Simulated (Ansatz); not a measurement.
# GeS: a search for lower mean-field states

With Ansatz 0.2.0 through its Python package.

Notebook, run cell by cell (the value of a cell's last expression is shown):

```python
import ansatz as az
from ase import Atoms
import numpy as np

BASIS = "def2-TZVP"
XC = "B3LYP"
```

```python
atoms = Atoms(["Ge", "S"], positions=[
    (0.0, 0.0, 0.0),
    (0.0, 0.0, 2.145),
])
molecule = az.Crystal.molecule_from_ase(atoms)
symbols = [site.symbol for site in molecule.cartesian_sites]
```

```python
start = np.array([site.position_ang for site in molecule.cartesian_sites])
for factor in [1.0, 1.25, 1.6]:
    xyz = (start - start.mean(axis=0)) * factor
    scaled = az.Crystal.molecule()
    for symbol, place in zip(symbols, xyz):
        scaled = scaled.atom(symbol, place.tolist())
    calculation = (
        scaled.calculation()
        .basis(gaussian=BASIS)
        .functional(XC)
        .spin("collinear")
    )
    for search in ("off", "standard"):
        try:
            rep = calculation.scf(lower_state_search=search).run(threads=1).report
        except az.AnsatzError as error:
            print(f"x{factor} search {search}: {type(error).__name__}")
            continue
        state = rep["mean_field"]["state"]
        print(f"all distances x{factor}, search {search:8s} E = {rep['free_energy_ev']:.5f} eV  <S^2> = {abs(state['spin_squared']):.3f}  other states met: {len(rep['mean_field']['others'])}")
```

    all distances x1.0, search off      E = -67356.31172 eV  <S^2> = 0.000  other states met: 0
    all distances x1.0, search standard E = -67356.31172 eV  <S^2> = 0.000  other states met: 1
    all distances x1.25, search off      E = -67353.98978 eV  <S^2> = 0.000  other states met: 0
    all distances x1.25, search standard E = -67354.01068 eV  <S^2> = 0.279  other states met: 5
    all distances x1.6, search off      E = -67351.07822 eV  <S^2> = 0.000  other states met: 0
    all distances x1.6, search standard E = -67351.86625 eV  <S^2> = 1.226  other states met: 21

What to keep in mind:
- Total energies depend on the basis set; only differences at equal settings carry meaning.
- The count of other states can hold repeated and symmetry-equivalent ends of the search; scaling all distances is a test, and for more than two atoms no physical path.
- The expectation value of S² is noticeably off S(S+1) in at least one run, so that state is spin-contaminated.
- b3lyp holds the VWN-RPA fit, as in Gaussian; the form of ORCA and Turbomole is b3lyp5.
- The spin state was assumed, and another may lie lower.
- Hardware and time: 49 s on 1 thread of Arm Neoverse V1, with other jobs on the host, peak memory 0.27 GiB.
